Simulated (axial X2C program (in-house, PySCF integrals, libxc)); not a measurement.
# Linear ClWCl at several levels

How do method and spin–orbit coupling move the bonds and stretches of ClWCl, held linear?

Program: an in-house X2C program for linear molecules on PySCF integrals. Level of theory: all-electron X2C, two-component (2c) or spin-free, Cl dyall-av3z, W dyall-v3z. These are calculated values, not measurements.

All values are calculated.

2 further runs of the same task are left out: 2 set aside as unsound or not needed.

## 1. The job

task.json

```json
{"zs": [17, 74, 17], "q": 0, "bas": ["dyall-av3z", "dyall-v3z", "dyall-av3z"], "r0": [2.36, 2.36], "symm": 1, "scan": ["PBE0", "HF", "PBE"], "levels": ["PBE0", "HF", "TPSSh"], "nst": 2}
```

Keys: zs atomic numbers; q charge; bas basis sets; r0 starting distance in Å; symm equal bonds; scan levels of the two-bond scan (MP2 follows by itself at each HF point); levels methods; nst determinants followed.

On the command line:

```
$ python solin.py task.json out
```

Masses Cl 34.969, W 183.951, Cl 34.969 u.

## 2. Scan at PBE0, 2c

State: Ω = 1 (beyond evenly filled blocks: ω = -3/2, ω = 5/2). Energies above the lowest point, from the job's result record:

```csv
r(Cl–W) (Å),r(W–Cl) (Å),E (meV)
2.2181,2.2181,58.19
2.2181,2.2750,25.88
2.2181,2.3319,46.54
2.2750,2.2181,25.88
2.2750,2.2750,0.00
2.2750,2.3319,26.67
2.2750,2.3887,94.23
2.3319,2.2181,46.54
2.3319,2.2750,26.67
2.3319,2.3319,58.93
2.3887,2.2750,94.23
2.3887,2.3887,209.05
```

A quadratic surface with cubic terms in each bond gives the minimum at 2.273 and 2.273 Å, force constants 2.61, 2.61 and coupling 0.28 mdyn/Å.

## 3. Scan at HF, 2c

State: Ω = 1 (beyond evenly filled blocks: ω = -3/2, ω = 5/2). Energies above the lowest point, from the job's result record:

```csv
r(Cl–W) (Å),r(W–Cl) (Å),E (meV)
2.2181,2.2181,253.80
2.2181,2.2750,152.77
2.2181,2.3319,113.68
2.2750,2.2181,152.77
2.2750,2.2750,58.95
2.2750,2.3319,26.46
2.2750,2.3887,42.63
2.3319,2.2181,113.68
2.3319,2.2750,26.46
2.3319,2.3319,0.00
2.3887,2.2750,42.63
2.3887,2.3887,48.38
```

A quadratic surface with cubic terms in each bond gives the minimum at 2.332 and 2.332 Å, force constants 2.4, 2.4 and coupling 0.30 mdyn/Å.

## 4. Scan at PBE, 2c

State: Ω = 1 (beyond evenly filled blocks: ω = -3/2, ω = 5/2). Energies above the lowest point, from the job's result record:

```csv
r(Cl–W) (Å),r(W–Cl) (Å),E (meV)
2.2181,2.2181,64.34
2.2181,2.2750,29.62
2.2181,2.3319,45.64
2.2750,2.2181,29.62
2.2750,2.2750,0.00
2.2750,2.3319,21.14
2.2750,2.3887,81.85
2.3319,2.2181,45.64
2.3319,2.2750,21.14
2.3319,2.3319,47.19
2.3887,2.2750,81.85
2.3887,2.3887,182.05
```

A quadratic surface with cubic terms in each bond gives the minimum at 2.278 and 2.278 Å, force constants 2.48, 2.48 and coupling 0.24 mdyn/Å.

## 5. Comparison

| level | r(Cl–W) (Å) | r(W–Cl) (Å) | lower stretch (cm⁻¹) | upper stretch (cm⁻¹) |
| --- | --- | --- | --- | --- |
| PBE0, 2c | 2.273 | 2.273 | 374.0 | 395.2 |
| HF, 2c | 2.332 | 2.332 | 361.9 | 375.1 |
| PBE, 2c | 2.278 | 2.278 | 363.0 | 387.2 |
| MP2, 2c | 2.287 | 2.287 | 373.9 | 392.5 |
| PBE0, spin-free | 2.275 | 2.275 | 376.7 | 395.0 |
| HF, spin-free | 2.332 | 2.332 | 362.9 | 375.7 |
| PBE, spin-free | 2.282 | 2.282 | 368.0 | 386.2 |
| MP2, spin-free | 2.288 | 2.288 | 376.0 | 392.9 |

Scans not shown above were run alike.

What this shows: Over the levels the Cl–W bond spans 2.273 to 2.332 Å and the W–Cl bond 2.273 to 2.332 Å. At PBE0 going from spin-free to two-component moves the bonds by -0.002 and -0.002 Å. Each state is one determinant, the lowest of a limited PBE0 search; the stretches come from a fit to few points and are good to some per cent at best. The stretches are sorted by size, and where the two bonds are alike the symmetric and antisymmetric modes can swap order between levels. MP2 freezes inner shells (threshold -2 hartree). The molecule was held linear; bending was not examined, so a bent shape may lie lower. Open-shell Ω = 0 determinants with evenly filled partner blocks cannot be reached by this program, so the Ω shown need not be the lowest component. Note: functional without a current term on a determinant with orbital currents, of the molecule or an atom. Note: several unpaired electrons, one determinant need not be a pure state.
